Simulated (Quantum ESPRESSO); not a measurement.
MgB, 2 atoms in the cell. The structure is cubic, space group Pm-3m (No. 221). The conventional cell has a = 2.895 Å, b = 2.895 Å, c = 2.895 Å, α = 90.00°, β = 90.00°, γ = 90.00°. Mg (site symmetry m-3m) is surrounded by 8 B at 2.51 Å. B (site symmetry m-3m) is surrounded by 8 Mg at 2.51 Å. The cell was built by a generator and needn't be a form met in nature.

| Item | Value |
| --- | --- |
| Program | Quantum ESPRESSO 7.5 |
| Task | single point |
| Functional | PBE |
| Potentials or basis | SSSP 1.3 efficiency PBE |
| Cutoff | 748 eV |
| Density cutoff | 5987 eV |
| k mesh | 9 × 9 × 9 |
| Occupations | fermi-dirac, width 0.05 eV |
| Spin | no spin polarisation |
| Mixing beta | 0.5 |
| Most SCF iterations | 120 |
| SCF threshold | 4e-10 Ry |

Potentials or basis: SSSP 1.3 efficiency PBE.

The run is started by

```console
$ OMP_NUM_THREADS=1 pw.x -in pw.in > pw.out
$ OMP_NUM_THREADS=1 pp.x -in pp_density.in > pp_density.out
$ OMP_NUM_THREADS=1 pp.x -in pp_potential.in > pp_potential.out
```

Hardware: 1 thread of Arm Neoverse V2 (shared host).

Question: How long does it take, and how much memory?

Answer: Run time: 4.1 s on 1 thread of Arm Neoverse V2, on a shared host, peak memory 0.05 GiB. Counts: scf iterations 7, k pools 1, bands 7, k points 35, g dense 25533.
